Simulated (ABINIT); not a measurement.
Al2O3:

```
Al O
1.0
     2.38025    1.37424    4.33187
    -2.38025    1.37424    4.33187
     0.00000   -2.74848    4.33187
Al O
4 6
Direct
  0.35216 0.35216 0.35216
  0.14784 0.14784 0.14784
  0.64784 0.64784 0.64784
  0.85216 0.85216 0.85216
  0.55668 0.94332 0.25000
  0.25000 0.55668 0.94332
  0.94332 0.25000 0.55668
  0.44332 0.05668 0.75000
  0.75000 0.44332 0.05668
  0.05668 0.75000 0.44332
```

| Quantity | Value |
| --- | --- |
| Program | ABINIT 10.8.3 (patched build) |
| Task | relaxation of cell and atoms |
| Functional | PBE |
| Potentials or basis | PseudoDojo NC SR PBE v0.4.1 standard |
| Cutoff | 1143 eV |
| k mesh | 4 × 4 × 4 |
| Occupations | fermi-dirac, width 0.05 eV |
| Spin | no spin polarisation |

At the start: pressure 6.1 GPa; volume 8.50 Å³/atom.

How do energy, volume and symmetry change on relaxing?

Over 5 steps the energy falls by 4.0 meV/atom and the volume is 8.72 Å³/atom (+2.6 %); space group R-3c (No. 167, to 0.05 Å).

Step by step:
```csv
step,energy change (eV),largest force (eV/Å),pressure (GPa),volume (Å³)
1,0.0000,0.0515,6.07,85.02
2,-0.0374,0.0523,1.50,86.61
3,-0.0402,0.0408,0.03,87.15
4,-0.0404,0.0303,-0.04,87.18
5,-0.0405,0.0029,-0.05,87.19
```

Final structure:
```xyz
10
Lattice="2.4003 1.3858 4.3684 -2.4003 1.3858 4.3684 0.0000 -2.7717 4.3684" Properties=species:S:1:pos:R:3 pbc="T T T"
Al    0.0000    0.0000    4.6136
Al    0.0000    0.0000    1.9390
Al    0.0000    0.0000    8.4916
Al    0.0000    0.0000   11.1662
O    -0.9310    1.3858    7.6447
O    -0.7347   -1.4992    7.6447
O     1.6657    0.1133    7.6447
O     0.9310   -1.3858    5.4605
O     0.7347    1.4992    5.4605
O    -1.6657   -0.1133    5.4605
```
